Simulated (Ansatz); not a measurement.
# H₅NS₂Si: a ladder of functionals and wavefunction methods

Aim: compute H₅NS₂Si with functionals from several rungs and with coupled cluster. The yardstick is the atomisation energy at the CCSD(T) limit.

Method: functionals in def2-TZVPP, the program's frozen cores in correlated methods; program: Ansatz 0.2.0, Gaussian basis.

Plan: LDA (SPW92), PBE-D4, revPBE-D4, BLYP-D4, r2SCAN-D4, B97M-V, PBE0-D4, B3LYP-D4, r2SCANh-D4, r2SCAN0-D4, HSE06-D4, BHLYP-D4, CAM-B3LYP-D4, LC-ωPBE, ωB97X-V, ωB97M-V, B2PLYP, PBE-QIDH; CCSD(T)/def2-SVP; CCSD(T)/def2-TZVPP; MP2/def2-QZVPP; extrapolation to the limit; RPA on PBE.

### 1 The relaxed structure

All runs share one geometry, relaxed beforehand with PBE0-D4 in a triple-zeta def2 set.

SMILES `N[SiH2]SS`, 9 atoms, charge 0, spin multiplicity 1.

Atoms are counted from 1 here; the program's logs count them from 0.

Bond lengths: N1–Si2 1.706 Å, N1–H5 1.007 Å, N1–H6 1.007 Å, Si2–S3 2.157 Å, Si2–H7 1.480 Å, Si2–H8 1.485 Å, S3–S4 2.065 Å, S4–H9 1.346 Å. Angles: Si2–N1–H5 121.0°, Si2–N1–H6 119.6°, H5–N1–H6 111.6°, N1–Si2–S3 116.7°, N1–Si2–H7 107.2°, N1–Si2–H8 109.3°, S3–Si2–H7 107.7°, S3–Si2–H8 102.9°, H7–Si2–H8 113.2°, Si2–S3–S4 96.9°, S3–S4–H9 98.1°.

As a file:

```xyz
9

N    -0.1588    0.8536   -1.1365
Si    0.6455   -0.5365   -0.5596
S    -0.3073   -1.6109    1.0502
S    -0.2369   -0.0877    2.4425
H    -1.0443    0.7814   -1.6109
H    -0.0808    1.7198   -0.6286
H     1.9783   -0.1036   -0.0839
H     0.7110   -1.5510   -1.6424
H    -1.4181    0.4887    2.1521
```

### 2 LDA

This LDA is Slater exchange with PW92 correlation.

in.yaml

```yaml
crystal:
  periodic: [false, false, false]
  atoms:
    - {symbol: N, position_ang: [-0.158807, 0.853599, -1.136510]}
    - {symbol: Si, position_ang: [0.645488, -0.536497, -0.559613]}
    - {symbol: S, position_ang: [-0.307328, -1.610918, 1.050205]}
    - {symbol: S, position_ang: [-0.236895, -0.087666, 2.442470]}
    - {symbol: H, position_ang: [-1.044310, 0.781362, -1.610901]}
    - {symbol: H, position_ang: [-0.080782, 1.719772, -0.628637]}
    - {symbol: H, position_ang: [1.978280, -0.103641, -0.083915]}
    - {symbol: H, position_ang: [0.711047, -1.550975, -1.642353]}
    - {symbol: H, position_ang: [-1.418093, 0.488665, 2.152052]}
basis:
  gaussian: {orbitals: def2-TZVPP}
hamiltonian: {xc: lda}
output: {orbitals: {seedname: orbitals}}
```

On the command line:

```bash
$ ansatz run in.yaml --threads 2 --pin off --events-out ev --progress --plain --max-ram 4352MiB
```

After this run come: PBE-D4 (GGA); revPBE-D4 (GGA); BLYP-D4 (GGA); r2SCAN-D4 (meta-GGA); B97M-V (meta-GGA); B3LYP-D4 (hybrid); r2SCANh-D4 (hybrid); r2SCAN0-D4 (hybrid); HSE06-D4 (hybrid); BHLYP-D4 (hybrid); CAM-B3LYP-D4 (range-separated); LC-ωPBE (range-separated); ωB97X-V (range-separated); ωB97M-V (range-separated); B2PLYP (double hybrid); PBE-QIDH (double hybrid); CCSD(T) in def2-SVP; CCSD(T) in def2-TZVPP; MP2 in def2-QZVPP; RPA on PBE orbitals.

**Question.** What will the summary of the whole plan be? Wanted: atomisation energy, CCSD(T)/CBS; farthest beyond LDA; mean size of error, GGA; mean size of error, meta-GGA; mean size of error, hybrid; mean size of error, range-separated; mean size of error, double hybrid; gap, smallest and largest; T1 diagnostic.

As calculated:

| quantity | value |
| --- | --- |
| atomisation energy, CCSD(T)/CBS | 28.857 eV |
| functionals within 0.144 eV (0.5 %) | BLYP-D4, r2SCAN-D4, B3LYP-D4, CAM-B3LYP-D4 |
| farthest beyond LDA | BHLYP-D4 (-0.901 eV) |
| mean size of error, GGA | 0.252 eV |
| mean size of error, meta-GGA | 0.128 eV |
| mean size of error, hybrid | 0.354 eV |
| mean size of error, range-separated | 0.277 eV |
| mean size of error, double hybrid | 0.546 eV |
| gap, smallest and largest | 3.78 eV (LDA (SPW92)), 11.06 eV (LC-ωPBE) |
| T1 diagnostic | 0.0115 |
| triples share of the correlation energy | 4.2 % |

In words: LDA overbinds by 4.197 eV (15 %). PBE-D4 is off by +0.342 eV. Double hybrids carry the basis error of their MP2 part in triple zeta, and no dispersion term here, so their miss is partly the set-up's. By mean error the best rung here is meta-GGA (0.128 eV) and the worst beyond LDA is double hybrid (0.546 eV). The reference freezes the cores and leaves out relativity and excitations past (T), so misses under about 0.144 eV can't be ranked. Hartree-Fock recovers 68 % of the binding; the rest is correlation. CCSD(T) in def2-SVP is off by -3.041 eV, more than most functionals: a good method in a small basis is no reference. The gap grows from 3.8 to 11.1 eV across the functionals, mostly with the share of exact exchange.
